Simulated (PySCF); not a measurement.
# Sr: excitation energies in aug-cc-pwCVTZ-X2C

Each state of strontium is computed at each level; their differences give the excitation energy. How far do the methods differ?

Method: unrestricted determinants in a Gaussian basis, no spin-orbit coupling in the energies. Code: PySCF 2.14.0.

## (1) The atom as given

* Element: strontium (Z = 38)
* Basis: aug-cc-pwCVTZ-X2C
* Hamiltonian: the spin-free X2C one-electron Hamiltonian (Gaussian nucleus)
* State 1: Sr: [Kr] 4d2, high-spin 3F determinant (an excited configuration)
* State 2: Sr: [Kr] 5s1 5p1, high-spin 3P determinant (an excited configuration)
* State 3: Sr: [Kr] 5s1 5p1, 5s spin antiparallel (an excited configuration)
* Needed too, but not shown: Sr [Kr] 5s2 (1S)
* Methods: CCSD(T)
* Core shells frozen in the correlated runs: valence and next inner shell: [Ar] 3d10 (for Sr)

Outer shells as boxes (Hund's rule):

Sr [Kr] 4d2
```
[Kr] core
4d [↑ ][↑ ][  ][  ][  ]
```

Sr [Kr] 5s1 5p1
```
[Kr] core
5s [↑ ]
5p [↑ ][  ][  ]
```

The runs were made by one driver on top of PySCF. The scripts below sum up each run's settings (the driver also hands on starting orbitals that pick excited configurations, and frozen orbitals as a list rather than a count), and the logs come from the driver's own runs. The driver starts from symmetry-adapted Hartree-Fock orbitals, holds the occupation by maximum overlap and uses a logarithmic radial grid for functionals, so a plain start would take other cycles.

The integrals over 93 functions and the set-up took 11 s of CPU time.

## (2) Sr [Kr] 4d2: CCSD(T) (valence and next inner shell)

**CCSD(T) (valence and next inner shell)**

The input, input.py:

```python
from pyscf import gto, scf, dft, mp, cc
import basis_set_exchange as bse
mol = gto.M(atom="Sr 0 0 0", charge=0, spin=2, symmetry="D2h",
            basis=gto.basis.parse(bse.get_basis("aug-cc-pwCVTZ-X2C", elements=["Sr"], fmt="nwchem")),
            nucmod="G")
mf = scf.UHF(mol).sfx2c1e()
mf.irrep_nelec = {'Ag': (7, 6), 'B1g': (2, 1), 'B2g': (1, 1), 'B3g': (1, 1), 'B1u': (3, 3), 'B2u': (3, 3), 'B3u': (3, 3)}
mf.kernel()
mycc = cc.CCSD(mf, frozen=14).run()
mycc.ccsd_t()
```

The log of the run:

```text
CC2 = 0
CCSD nocc = (np.int64(6), np.int64(4)), nmo = (79, 79)
frozen orbitals [[0, 1, 2, 3, 4, 5, 6, 7, 8, 9, 10, 11, 12, 13], [0, 1, 2, 3, 4, 5, 6, 7, 8, 9, 10, 11, 12, 13]]
max_cycle = 100
direct = 0
conv_tol = 1e-08
conv_tol_normt = 1e-06
diis_space = 8
diis_start_cycle = 0
Init t2, MP2 energy = -0.207279243911596
Init E_corr(UCCSD) = -0.207279243919692
cycle = 1  E_corr(UCCSD) = -0.21935777270213  dE = -0.0120785288  norm(t1,t2) = 0.0533576
cycle = 2  E_corr(UCCSD) = -0.222414306606396  dE = -0.0030565339  norm(t1,t2) = 0.0188306
cycle = 3  E_corr(UCCSD) = -0.223779940874611  dE = -0.00136563427  norm(t1,t2) = 0.00965136
cycle = 4  E_corr(UCCSD) = -0.223594421888345  dE = 0.000185518986  norm(t1,t2) = 0.00130309
cycle = 5  E_corr(UCCSD) = -0.223576031740575  dE = 1.83901478e-05  norm(t1,t2) = 0.000802087
cycle = 6  E_corr(UCCSD) = -0.223594823560674  dE = -1.87918201e-05  norm(t1,t2) = 0.000309855
cycle = 7  E_corr(UCCSD) = -0.223593823266268  dE = 1.00029441e-06  norm(t1,t2) = 8.84651e-05
cycle = 8  E_corr(UCCSD) = -0.223593209521051  dE = 6.13745217e-07  norm(t1,t2) = 5.68896e-05
cycle = 9  E_corr(UCCSD) = -0.223592236356886  dE = 9.73164165e-07  norm(t1,t2) = 7.93293e-05
cycle = 10  E_corr(UCCSD) = -0.223592303393439  dE = -6.70365524e-08  norm(t1,t2) = 1.27603e-05
cycle = 11  E_corr(UCCSD) = -0.223592556311515  dE = -2.52918076e-07  norm(t1,t2) = 3.74977e-06
cycle = 12  E_corr(UCCSD) = -0.223592565105288  dE = -8.79377268e-09  norm(t1,t2) = 5.74912e-07
UCCSD converged
E(UCCSD) = -3177.416295056385  E_corr = -0.2235925651052878
UCCSD(T) correction = -0.00629463455973236
```

It used 42 s of CPU time after the integrals (shared host).

CCSD correlation -0.22359 hartree, triples -0.00629; total -3177.422590. T1 = 0.015, largest double amplitude 0.059.

## (3) Sr [Kr] 5s1 5p1, at CCSD(T) (valence and next inner shell)

**CCSD(T) (valence and next inner shell)**

Edit input.py of step 2 so:

```diff
@@ -6,3 +6,3 @@
 mf = scf.UHF(mol).sfx2c1e()
-mf.irrep_nelec = {'Ag': (7, 6), 'B1g': (2, 1), 'B2g': (1, 1), 'B3g': (1, 1), 'B1u': (3, 3), 'B2u': (3, 3), 'B3u': (3, 3)}
+mf.irrep_nelec = {'Ag': (7, 6), 'B1g': (1, 1), 'B2g': (1, 1), 'B3g': (1, 1), 'B1u': (3, 3), 'B2u': (4, 3), 'B3u': (3, 3)}
 mf.kernel()
```

The log of the run:

```text
CC2 = 0
CCSD nocc = (np.int64(6), np.int64(4)), nmo = (79, 79)
frozen orbitals [[0, 1, 2, 3, 4, 5, 6, 7, 8, 9, 10, 11, 12, 13], [0, 1, 2, 3, 4, 5, 6, 7, 8, 9, 10, 11, 12, 13]]
max_cycle = 100
direct = 0
conv_tol = 1e-08
conv_tol_normt = 1e-06
diis_space = 8
diis_start_cycle = 0
Init t2, MP2 energy = -0.196498418235758
Init E_corr(UCCSD) = -0.196498418235982
cycle = 1  E_corr(UCCSD) = -0.20834472487788  dE = -0.0118463066  norm(t1,t2) = 0.0475532
cycle = 2  E_corr(UCCSD) = -0.211183344836279  dE = -0.00283861996  norm(t1,t2) = 0.021514
cycle = 3  E_corr(UCCSD) = -0.212697704754086  dE = -0.00151435992  norm(t1,t2) = 0.0128841
cycle = 4  E_corr(UCCSD) = -0.212401266099266  dE = 0.000296438655  norm(t1,t2) = 0.00421705
cycle = 5  E_corr(UCCSD) = -0.212433303864175  dE = -3.20377649e-05  norm(t1,t2) = 0.00196065
cycle = 6  E_corr(UCCSD) = -0.212495539064566  dE = -6.22352004e-05  norm(t1,t2) = 0.000485195
cycle = 7  E_corr(UCCSD) = -0.212489842606637  dE = 5.69645793e-06  norm(t1,t2) = 0.000139415
cycle = 8  E_corr(UCCSD) = -0.212489379071503  dE = 4.63535134e-07  norm(t1,t2) = 6.23906e-05
cycle = 9  E_corr(UCCSD) = -0.21248979376649  dE = -4.14694987e-07  norm(t1,t2) = 2.37842e-05
cycle = 10  E_corr(UCCSD) = -0.212489751257433  dE = 4.25090569e-08  norm(t1,t2) = 8.89675e-06
cycle = 11  E_corr(UCCSD) = -0.212489647920348  dE = 1.03337085e-07  norm(t1,t2) = 3.35821e-06
cycle = 12  E_corr(UCCSD) = -0.212489670381968  dE = -2.24616206e-08  norm(t1,t2) = 8.52745e-07
cycle = 13  E_corr(UCCSD) = -0.212489673446027  dE = -3.0640587e-09  norm(t1,t2) = 2.95228e-07
UCCSD converged
E(UCCSD) = -3177.530403823676  E_corr = -0.212489673446027
UCCSD(T) correction = -0.00581698296079297
```

CPU time 43 s on a shared host, the integrals not counted.

CCSD correlation -0.21249 hartree, triples -0.00582; total -3177.536221. T1 = 0.017, largest double amplitude 0.039.

## (4) Sr [Kr] 5s1 5p1, s spin flipped: CCSD(T) (valence and next inner shell)

**CCSD(T) (valence and next inner shell)**

The input, input.py:

```python
from pyscf import gto, scf, dft, mp, cc
import basis_set_exchange as bse
mol = gto.M(atom="Sr 0 0 0", charge=0, spin=0, symmetry="D2h",
            basis=gto.basis.parse(bse.get_basis("aug-cc-pwCVTZ-X2C", elements=["Sr"], fmt="nwchem")),
            nucmod="G")
mf = scf.UHF(mol).sfx2c1e()
mf.irrep_nelec = {'Ag': (6, 7), 'B1g': (1, 1), 'B2g': (1, 1), 'B3g': (1, 1), 'B1u': (3, 3), 'B2u': (4, 3), 'B3u': (3, 3)}
mf.kernel()
mycc = cc.CCSD(mf, frozen=14).run()
mycc.ccsd_t()
```

The log of the run:

```text
CC2 = 0
CCSD nocc = (np.int64(5), np.int64(5)), nmo = (79, 79)
frozen orbitals [[0, 1, 2, 3, 4, 5, 6, 7, 8, 9, 10, 11, 12, 13], [0, 1, 2, 3, 4, 5, 6, 7, 8, 9, 10, 11, 12, 13]]
max_cycle = 100
direct = 0
conv_tol = 1e-08
conv_tol_normt = 1e-06
diis_space = 8
diis_start_cycle = 0
Init t2, MP2 energy = -0.21178714937438
Init E_corr(UCCSD) = -0.211787149375153
cycle = 1  E_corr(UCCSD) = -0.224011245014179  dE = -0.0122240956  norm(t1,t2) = 0.0988849
cycle = 2  E_corr(UCCSD) = -0.228799955678337  dE = -0.00478871066  norm(t1,t2) = 0.0637925
cycle = 3  E_corr(UCCSD) = -0.234322667717985  dE = -0.00552271204  norm(t1,t2) = 0.0511119
cycle = 4  E_corr(UCCSD) = -0.234959275463512  dE = -0.000636607746  norm(t1,t2) = 0.0306227
cycle = 5  E_corr(UCCSD) = -0.236612128633897  dE = -0.00165285317  norm(t1,t2) = 0.023692
cycle = 6  E_corr(UCCSD) = -0.238225928753425  dE = -0.00161380012  norm(t1,t2) = 0.0118177
cycle = 7  E_corr(UCCSD) = -0.237836331103279  dE = 0.00038959765  norm(t1,t2) = 0.00384797
cycle = 8  E_corr(UCCSD) = -0.238027152260018  dE = -0.000190821157  norm(t1,t2) = 0.00190914
cycle = 9  E_corr(UCCSD) = -0.237948978841075  dE = 7.81734189e-05  norm(t1,t2) = 0.000834962
cycle = 10  E_corr(UCCSD) = -0.238011262982094  dE = -6.2284141e-05  norm(t1,t2) = 0.000442028
cycle = 11  E_corr(UCCSD) = -0.23799918060671  dE = 1.20823754e-05  norm(t1,t2) = 0.000135883
cycle = 12  E_corr(UCCSD) = -0.238002551467375  dE = -3.37086066e-06  norm(t1,t2) = 6.46326e-05
cycle = 13  E_corr(UCCSD) = -0.238002320322658  dE = 2.31144717e-07  norm(t1,t2) = 8.43742e-05
cycle = 14  E_corr(UCCSD) = -0.238001686876482  dE = 6.33446176e-07  norm(t1,t2) = 4.14296e-05
cycle = 15  E_corr(UCCSD) = -0.238002168484174  dE = -4.81607693e-07  norm(t1,t2) = 9.94974e-06
cycle = 16  E_corr(UCCSD) = -0.238002098000947  dE = 7.04832271e-08  norm(t1,t2) = 3.98139e-06
cycle = 17  E_corr(UCCSD) = -0.238002082882652  dE = 1.51182955e-08  norm(t1,t2) = 1.60583e-06
cycle = 18  E_corr(UCCSD) = -0.238002090759384  dE = -7.87673202e-09  norm(t1,t2) = 7.78177e-07
UCCSD converged
E(UCCSD) = -3177.521415822508  E_corr = -0.2380020907593838
UCCSD(T) correction = -0.0141529889058759
```

It used 52 s of CPU time after the integrals (shared host).

CCSD correlation -0.23800 hartree, triples -0.01415; total -3177.535569. T1 = 0.054, largest double amplitude 0.396.

With the s spin flipped the determinant is a mixture of two multiplicities, not a spectroscopic state. T1 exceeds 0.03, a sign that the reference determinant is poor. A double-excitation amplitude exceeds 0.15, a sign of near-degeneracy.

## (5) The energy differences

Excitation energy: Sr [Kr] 5s2 (1S) → Sr [Kr] 4d2 (3F).

```tsv
method	value (eV)	less CCSD(T) (valence and next inner shell) (eV)
UHF	4.378	-0.524
MP2 (valence and next inner shell)	4.894	-0.008
SCS-MP2 (valence and next inner shell)	5.053	+0.151
CCSD (valence and next inner shell)	4.846	-0.056
CCSD(T) (valence and next inner shell)	4.902	+0.000
```

A first-order spin-orbit estimate (lowest level to lowest level, LS coupling) adds -0.020 eV.

Excitation energy: Sr [Kr] 5s2 (1S) → Sr [Kr] 5s1 5p1 (3P).

```tsv
method	value (eV)	error (eV)
UHF	0.971	-0.852
MP2 (valence and next inner shell)	1.780	-0.043
SCS-MP2 (valence and next inner shell)	1.841	+0.018
CCSD (valence and next inner shell)	1.741	-0.082
CCSD(T) (valence and next inner shell)	1.810	-0.013
```

Reference: 1.823 eV (measured; NIST levels, between the centres of gravity of the two terms). Errors of the correlated levels include the incompleteness of this basis.

Excitation energy: Sr [Kr] 5s2 (1S) → Sr [Kr] 5s1 5p1, s spin flipped.

```tsv
method	value (eV)
UHF	1.910
MP2 (valence and next inner shell)	2.303
SCS-MP2 (valence and next inner shell)	2.295
```

The upper determinant mixes two multiplicities, so it lies between the two terms. The coupled-cluster amplitudes are large for Sr, so a single reference is strained.

The differences also use runs on Sr [Kr] 5s2 (1S), which are not shown here. The runs at UHF, MP2 (valence and next inner shell) are not shown; their differences are listed all the same.

## (6) What came out

| quantity | value |
| --- | --- |
| excitation energy, Sr → [Kr] 4d2 | UHF 4.378, CCSD(T) (valence and next inner shell) 4.902 eV |
| excitation energy, Sr → [Kr] 5s1 5p1 | UHF 0.971, CCSD(T) (valence and next inner shell) 1.810 eV; reference 1.823 |
| excitation energy, Sr → [Kr] 5s1 5p1, s spin flipped | UHF 1.910, MP2 (valence and next inner shell) 2.303 eV |

Each level's miss (mean over 1 difference):

```tsv
method	mean absolute miss against the measured value (with the measured fine structure taken into account where it is known) (eV)
UHF	0.852
MP2 (valence and next inner shell)	0.043
SCS-MP2 (valence and next inner shell)	0.018
CCSD (valence and next inner shell)	0.082
CCSD(T) (valence and next inner shell)	0.013
```

In words: The coupled-cluster values of one difference were set aside by the checks on these runs and are not quoted; the lower level shown rests on the same reference and is no safer. Against experiment CCSD(T) (valence and next inner shell) comes closest (off by 0.01 eV), level with SCS-MP2 (valence and next inner shell) and UHF is farthest (0.85 eV). All values hold for this basis alone; no basis-set limit was taken.
